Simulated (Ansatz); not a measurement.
# TaCl+ (sextet): from Hartree-Fock to the top rungs, def2-TZVPP

One table from this session's results is given with a row withheld; the runs are named, their logs left out.

The runs use Ansatz 0.2.0, Gaussian basis; def2-TZVPP, core rule «outside noble gas», up to 9 orbitals frozen.

Plan: UHF; CCSD(T) on ROHF; CCSD(T) on UHF; CCSDT(Q) on ROHF; CCSDT(Q) on UHF.

11 further runs of the same task are left out: 6 for a known fault of the program, 5 set aside as unsound or not needed.

## The system

The geometry is a PBE0/def2-TZVP stationary point (not a proven minimum) of the parent state, kept for this charge and spin. No spin-orbit coupling is included. Elements past krypton take def2 core potentials.

2 atoms, charge 1, spin multiplicity 6.

Atoms are counted from 1 here; the program's logs count them from 0.

Bond lengths: Ta1–Cl2 2.875 Å.

Coordinates:

```
Ta    0.0000    0.0000    0.0000
Cl    0.0000    0.0000    2.8752
```

Set-up of the first run:

File in.yaml:

```yaml
crystal:
  periodic: [false, false, false]
  atoms:
    - {symbol: Ta, position_ang: [0.000000, 0.000000, 0.000000]}
    - {symbol: Cl, position_ang: [0.000000, 0.000000, 2.875200]}
basis:
  gaussian: {orbitals: def2-TZVPP}
total_charge: 1
magnetization: {spin_polarized: true, initial_magnetization: 5}
hamiltonian: {xc: hf}
output: {orbitals: {seedname: orbitals}}
```

Started as:

```sh
$ ansatz run in.yaml --threads 1 --pin off --events-out ev --progress --plain --max-ram 3968MiB --backend cpu
```

Among the steps run: UHF; CCSD(T) on ROHF; CCSD(T) on UHF; CCSDT(Q) on ROHF; CCSDT(Q) on UHF.

One table of the session follows, with a row left open; its other results are not shown here.

| method | from RCCSDT(Q) (kJ/mol) |
| --- | --- |
| ROHF | +624.8 |
| UHF | +593.7 |
| RMP2 | +97.5 |
| UMP2 | +85.6 |
| RCCSD | +23.1 |
| UCCSD | +8.1 |
| RCCSD(T) | +3.2 |
| UCCSD(T) | -11.3 |
| RCCSDT | ? |
| UCCSDT | -13.8 |
| RCCSDT(Q) | 0 |
| UCCSDT(Q) | -14.5 |

**Question.** Estimate the row for RCCSDT.

The run gave: from RCCSDT(Q) (kJ/mol): +0.7. In the column «from RCCSDT(Q) (kJ/mol)» it lies between RCCSDT(Q) (0) and RCCSD(T) (+3.2).

Limits of these values: Restricted and unrestricted rows rest on different reference determinants; where their highest levels disagree by more than a few hundredths of an eV, they describe different states and don't form one ladder.
